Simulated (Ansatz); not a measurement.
Runs of Ansatz 0.2.0 on MnSb4. Symmetry: P4/mmm, No. 123, tetragonal system. The conventional cell has a = 3.080 Å, b = 3.080 Å, c = 14.994 Å, α = 90.00°, β = 90.00°, γ = 90.00°. Sb (site symmetry 4mm) has 1 Mn at 2.70 Å and 4 Sb at 3.08 Å as nearest neighbours. Around Sb (site symmetry 4mm) lie 6 Sb at 3.02 to 3.29 Å. Mn (site symmetry 4/mmm) has 2 Sb at 2.70 Å and 4 Mn at 3.08 Å as nearest neighbours. The cell comes from a database or a generator and needn't be the stable form of this composition.

```csv
level,U,hubbard projectors,double counting,gap on the mesh (eV),pressure (GPa),moment (μB),largest force (eV/Å)
LDA+U,Mn d U = 4 eV,ortho-atomic (the default),fll (the default),none,-2.5,4.51,0.32
LDA,-,-,-,none,-4.5,3.96,0.16
LDA+U,Mn d U = 2 eV,ortho-atomic (the default),fll (the default),none,-3.3,4.31,0.11
LDA+U,Mn d U = 6 eV,ortho-atomic (the default),fll (the default),none,-1.6,4.89,0.63
LDA+U,Mn d U = 1 eV,ortho-atomic (the default),fll (the default),none,-3.8,4.18,0.06
LDA+U,Mn d U = 5 eV,ortho-atomic (the default),fll (the default),none,-2.0,(b),0.49
LDA+U,Mn d U = 8 eV,ortho-atomic (the default),fll (the default),none,-0.9,5.09,(a)
LDA+U,Mn d U = 3 eV,ortho-atomic (the default),fll (the default),none,(c),4.41,0.22
```

Alike in all rows: task projected density of states; potentials or basis Ansatz PAW; spin collinear, ferromagnetic start; cell as given; k mesh 9 × 9 × 2; cutoff (eV) 420; smearing fermi-dirac 0.05 eV.

Q: Fill in the values left out.

A: (a) 0.83; (b) 4.74; (c) -2.9.

Caveats: a cell with one magnetic atom can't hold antiferromagnetic order, which such compounds often take; the PAW data sets come from PBE, with cores solved anew for the run's functional, which leaves a small shift of forces and pressure; the density of states is complete only up to the lowest level of the last band computed; the magnetic or orbital state may not be the lowest (some runs); the U is typed as a test and isn't derived for this compound (some runs).

A k mesh can miss the band edges, and the runs leave out spin-orbit coupling on Sb.

A gap of «none» marks a metal or a gap under the smearing width.
